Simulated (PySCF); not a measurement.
# C2H8B2: the cost of one run

The runs use PySCF 2.14.0, with density-fitted response routines of our own; the level of theory stands in each step. All values are computed, except where a source is named. Atoms count from 0, in the outputs and in this text.

## (1) The molecule as given

12 atoms, charge 0, multiplicity 1; geometry from: GFN2-xTB. The atoms were then displaced at random by about 0.01 Å, so the start is not that level's minimum.

Bonds of the start (Å): B0–B1 1.64, B1–C2 1.60, C2–C3 1.51, B0–H4 1.15, B0–H5 1.19, B1–H6 1.18, C2–H7 1.07, C2–H8 1.08, C3–H9 1.10, C3–H10 1.07, C3–H11 1.11.

## (2) Geometry optimisation at PBE0-D3(BJ)/def2-SVP

Job settings and geometry (Å):

```
{"job": {"xc": "PBE0", "basis": "def2-SVP", "d3": "d3bj", "grid": 1, "shake": 0.01, "kind": "geom"}, "charge": 0, "multiplicity": 1}
B      1.821460    -0.198880     0.705380
B      0.930690    -0.368620    -0.660270
C     -0.639980    -0.094440    -0.814110
C     -1.327360     0.396980     0.437030
H      1.959240    -1.045130     1.468080
H      2.338510     0.836380     0.973910
H      1.455050    -0.737850    -1.655230
H     -1.083600    -1.004310    -1.167340
H     -0.773420     0.639370    -1.591580
H     -1.277660    -0.335010     1.254950
H     -0.949950     1.332210     0.800180
H     -2.413280     0.551020     0.239980
```

Started as:

```bash
$ OMP_NUM_THREADS=1 python probes_run.py task.json out
```

The driver reads the jobs from task.json and runs them one after another.

Q: Estimate the wall time and peak memory of this first job on 1 thread of Arm Neoverse V1, shared host.

About 16 s, with a peak of 0.39 GiB.
